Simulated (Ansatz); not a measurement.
**InSb3: from the listed structure to its properties**

One table from this session's results is given with a row withheld; the runs are named, their logs left out.

Computed with Ansatz 0.2.0 (DFT PBEsol, scalar-relativistic, plane waves, PAW, unless a step's input says otherwise).

## The system as given

The structure is cubic, space group Fm-3m (No. 225). The conventional cell has a = 7.589 Å, b = 7.589 Å, c = 7.589 Å, α = 90.00°, β = 90.00°, γ = 90.00°. In (site symmetry m-3m) has 8 Sb at 3.29 Å as nearest neighbours. Around Sb (site symmetry -43m) lie 4 In at 3.29 Å and 4 Sb at 3.29 Å. Around Sb (site symmetry m-3m) lie 8 Sb at 3.29 Å.

Structure file:

```
In Sb
1.0
     0.00000    3.79455    3.79455
     3.79455    0.00000    3.79455
     3.79455    3.79455    0.00000
In Sb
1 3
Cartesian
  0.0000 0.0000 0.0000
  1.8973 1.8973 1.8973
  5.6918 5.6918 5.6918
  3.7946 3.7946 3.7946
```

The structure comes from the Materials Project (structure only).

Set-up of the first run:

(A quick probe on a coarse mesh, which set the mesh and smearing, is not shown.)

Contents of input.yaml:

```yaml
crystal:
  lattice:
    - [0.0, 3.794555, 3.794555]
    - [3.794555, 0.0, 3.794555]
    - [3.794555, 3.794555, 0.0]
  atoms:
    - { symbol: In, position: [0.0, 0.0, 0.0] }
    - { symbol: Sb, position: [0.25, 0.25, 0.25] }
    - { symbol: Sb, position: [0.75, 0.75, 0.75] }
    - { symbol: Sb, position: [0.5, 0.5, 0.5] }
basis:
  ecutwfc: 420
kpoints:
  mp_grid: { grid: [10, 10, 10] }
hamiltonian:
  xc: pbesol
scf:
  occupations: { method: gaussian, width: 0.1 }
output:
  forces: true
  stress: true
  eigenvalues: true
relax:
  adjacent_minimum: "off"
  f_tol: 0.005
  max_steps: 80
  cell: { stress_tol: 0.05 }
```

On the command line:

```sh
$ ansatz run input.yaml --threads 1 --pin off --max-ram 2560MiB --backend cpu --events-out ev --progress --plain --runs-dir out
```

Steps of the session up to this table: Relaxing cell and atoms; Static run: bands, density of states and charges; Point at V/V0 = 0.97; Volume × 1.03; Point at V/V0 = 0.94; The cell scaled to 1.06 of its volume.

One table of the session follows, with a row left open; its other results are not shown here.

```
volume (Å³/atom)  energy above the lowest point (meV/atom)  pressure (GPa)
          24.271                                      20.1            4.45
          25.046                                       4.7            2.02
          25.820                                       0.0            0.00
          26.595                                         ?               ?
          27.369                                      16.4           -3.16
```

Estimate the missing values for volume (Å³/atom) = 26.595.

Worked estimate for «energy above the lowest point (meV/atom)». A straight line through the neighbours (25.820, 0.0) and (27.369, 16.4) gives 0.0 + (16.4 − 0.0) × (26.595 − 25.820) / (27.369 − 25.820) = 8.2; a parabola fitted to 3 rows on both sides gives 3.9.

**Answer.** energy above the lowest point (meV/atom): 4.4; pressure (GPa): -1.72. In «energy above the lowest point (meV/atom)» the line misses by +3.8 and the parabola by -0.5.

Limits of these values: Spin-orbit coupling is left out, which matters for the bands of Sb.
